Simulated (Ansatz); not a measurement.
# CHN: the cost of one run

Program: Ansatz 0.2.0, Gaussian basis. Level of theory: PBE0-D4/def2-TZVP structures, single points in def2-TZVPP, no counterpoise correction. These are calculated values, not measurements.

Levels: SPW92, PBE-D4, BLYP-D4, r2SCAN-D4, B97M-V, PBE0-D4, B3LYP-D4, r2SCAN0-D4, BHLYP-D4, CAM-B3LYP-D4, wB97X-V, wB97M-V, B2PLYP, PBE-QIDH, RPA on PBE, Hartree-Fock, MP2, CCSD, CCSD(T).

Cores are frozen in the correlated methods. Orbitals are unrestricted. B3LYP uses VWN-RPA correlation. B2PLYP carries no dispersion term here.

94 further runs of the same task are left out: 94 set aside as unsound or not needed.

## 1. Starting geometry

The complex: 8 atoms, charge 0, spin multiplicity 2.

Atoms are counted from 1 here; the program's logs count them from 0.

Bond lengths: H1–C4 1.076 Å, O2–Si3 1.660 Å, Si3–H6 1.483 Å, Si3–H7 1.483 Å, Si3–H8 1.495 Å, C4–N5 1.146 Å. Angles: O2–Si3–H6 111.9°, O2–Si3–H7 112.2°, O2–Si3–H8 99.2°, H6–Si3–H7 111.2°, H6–Si3–H8 110.9°, H7–Si3–H8 110.9°, H1–C4–N5 179.8°.

As a file:

```xyz
8

H    -1.2871   -0.5874   -1.2017
O    -0.1814   -0.0126    0.4762
Si    1.1291    0.5845    1.3012
C    -1.8249   -0.8656   -2.0906
N    -2.3947   -1.1606   -3.0405
H     0.7848    0.9542    2.6956
H     1.7719    1.7159    0.5889
H     2.0022   -0.6282    1.2710
```

Its parts: CHN holds atoms 1, 4, 5; SiH₃O radical holds atoms 2, 3, 6, 7, 8. Each part counts its atoms afresh in its own runs.

## 2. Relaxing CHN alone

relax-a/in.yaml

```yaml
crystal:
  periodic: [false, false, false]
  atoms:
    - {symbol: H, position_ang: [-1.287057, -0.587439, -1.201721]}
    - {symbol: C, position_ang: [-1.824918, -0.865641, -2.090620]}
    - {symbol: N, position_ang: [-2.394660, -1.160634, -3.040513]}
basis:
  gaussian: {orbitals: def2-TZVP}
hamiltonian: {xc: pbe0, dispersion: d4}
relax: {f_tol: 0.005, max_steps: 200}
```

Launch:

```
ansatz run in.yaml --threads 4 --pin off --events-out ev --progress --plain --max-ram 9574MiB
```

**Question.** How long does this run take on 4 threads of Intel Xeon at 2.50GHz, shared host, and how much memory does it need?

About 4.9 s, with a peak of 0.43 GiB.
